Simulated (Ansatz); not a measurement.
# BFH6Si2: small, medium and large basis sets

An exercise on one series of results from a longer session: the logs are not shown, and one member is left open.

Program: Ansatz 0.2.0, Gaussian basis. Level of theory: one geometry, several basis sets. These are calculated values, not measurements.

Plan: PBE0-D4/def2-SVP; ωB97M-V/def2-SVP; PBE0-D4/def2-QZVPP; ωB97M-V/def2-QZVPP; the functionals' def2-TZVPP values are taken from earlier runs.

### The relaxed structure

An earlier PBE0-D4 in a triple-zeta def2 set relaxation fixed the geometry.

SMILES `FB([SiH3])[SiH3]`, 10 atoms, charge 0, spin multiplicity 1.

Atoms are counted from 1 here; the program's logs count them from 0.

Bond lengths: F1–B2 1.326 Å, B2–Si3 2.045 Å, B2–Si4 2.045 Å, Si3–H5 1.488 Å, Si3–H6 1.490 Å, Si3–H7 1.490 Å, Si4–H8 1.488 Å, Si4–H9 1.490 Å, Si4–H10 1.490 Å. Angles: F1–B2–Si3 119.0°, F1–B2–Si4 119.0°, Si3–B2–Si4 122.1°, B2–Si3–H5 113.7°, B2–Si3–H6 108.7°, B2–Si3–H7 108.7°, H5–Si3–H6 109.1°, H5–Si3–H7 109.1°, H6–Si3–H7 107.4°, B2–Si4–H8 113.7°, B2–Si4–H9 108.6°, B2–Si4–H10 108.8°, H8–Si4–H9 109.1°, H8–Si4–H10 109.1°, H9–Si4–H10 107.4°.

As a file:

```csv
atom,x (Å),y (Å),z (Å)
F1,-1.0084,-1.2815,-1.4099
B2,-0.3831,-0.4970,-0.5433
Si3,-0.0250,1.4510,-1.0508
Si4,0.1918,-1.2734,1.2588
H5,-0.5333,1.8214,-2.3992
H6,-0.6582,2.3352,-0.0318
H7,1.4444,1.6948,-1.0007
H8,-0.1425,-2.7138,1.4240
H9,-0.4661,-0.4935,2.3452
H10,1.6635,-1.0944,1.4104
```

Set-up of the first run:

File in.yaml:

```yaml
crystal:
  periodic: [false, false, false]
  atoms:
    - {symbol: F, position_ang: [-1.008398, -1.281518, -1.409876]}
    - {symbol: B, position_ang: [-0.383058, -0.497049, -0.543262]}
    - {symbol: Si, position_ang: [-0.025016, 1.451002, -1.050750]}
    - {symbol: Si, position_ang: [0.191800, -1.273386, 1.258818]}
    - {symbol: H, position_ang: [-0.533322, 1.821437, -2.399161]}
    - {symbol: H, position_ang: [-0.658212, 2.335198, -0.031810]}
    - {symbol: H, position_ang: [1.444439, 1.694759, -1.000745]}
    - {symbol: H, position_ang: [-0.142528, -2.713779, 1.424045]}
    - {symbol: H, position_ang: [-0.466108, -0.493545, 2.345227]}
    - {symbol: H, position_ang: [1.663503, -1.094417, 1.410415]}
basis:
  gaussian: {orbitals: def2-SVP}
hamiltonian: {xc: pbe0, dispersion: d4}
output: {orbitals: {seedname: orbitals}}
```

Started as:

```bash
> ansatz run in.yaml --threads 2 --pin off --events-out ev --progress --plain --max-ram 4352MiB
```

Steps of the session up to this table: PBE0-D4 in def2-SVP; ωB97M-V in def2-SVP; PBE0-D4 in def2-QZVPP; ωB97M-V in def2-QZVPP.

One table of the session follows, with a row left open; its other results are not shown here.

It belongs to the step «Functionals by basis». 

```
functional       basis  HOMO (eV)  LUMO (eV)
   PBE0-D4    def2-SVP      -7.50      -2.11
   PBE0-D4  def2-TZVPP      -7.49      -2.18
   PBE0-D4  def2-QZVPP          ?          ?
   ωB97M-V    def2-SVP      -9.53      -0.02
   ωB97M-V  def2-TZVPP      -9.56      -0.16
   ωB97M-V  def2-QZVPP      -9.57      -0.20
```

Q: Estimate the row for PBE0-D4, def2-QZVPP from the others.

The run gave: HOMO (eV): -7.50; LUMO (eV): -2.19.
